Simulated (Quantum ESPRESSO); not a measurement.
## HfRu3: equation of state with PBE

The system is HfRu3.

```xyz
4
Lattice="3.9558 0.0000 0.0000 0.0000 3.9558 0.0000 0.0000 0.0000 3.9558" Properties=species:S:1:pos:R:3 pbc="T T T"
Hf    0.0000    0.0000    0.0000
Ru    0.0000    1.9779    1.9779
Ru    1.9779    0.0000    1.9779
Ru    1.9779    1.9779    0.0000
```

The cell comes from a database or a generator and needn't be the stable form of this composition.

```
Program             : Quantum ESPRESSO 7.5
Task                : equation of state
Functional          : PBE
Potentials or basis : SSSP 1.3 efficiency PBE
Cutoff              : 816 eV
Density cutoff      : 3265 eV
k mesh              : 7 × 7 × 7
Occupations         : fermi-dirac, width 0.05 eV
Spin                : no spin polarisation
```

The equilibrium volume is 15.39 Å³/atom and the bulk modulus is 233 GPa. The pressure derivative of the bulk modulus is 4.5.

Energy against volume, from the lowest point:
```tsv
volume (Å³/atom)	energy (meV/atom)
14.547	37.20
14.856	14.20
15.166	2.18
15.475	0.00
15.785	6.64
16.094	21.16
16.404	42.74
```

All runs of the series together: 2.6 min on 1 thread of AMD EPYC 9R14 (Zen 4), with other jobs on the host.

Spin-orbit coupling is left out, which matters for the levels of Hf.
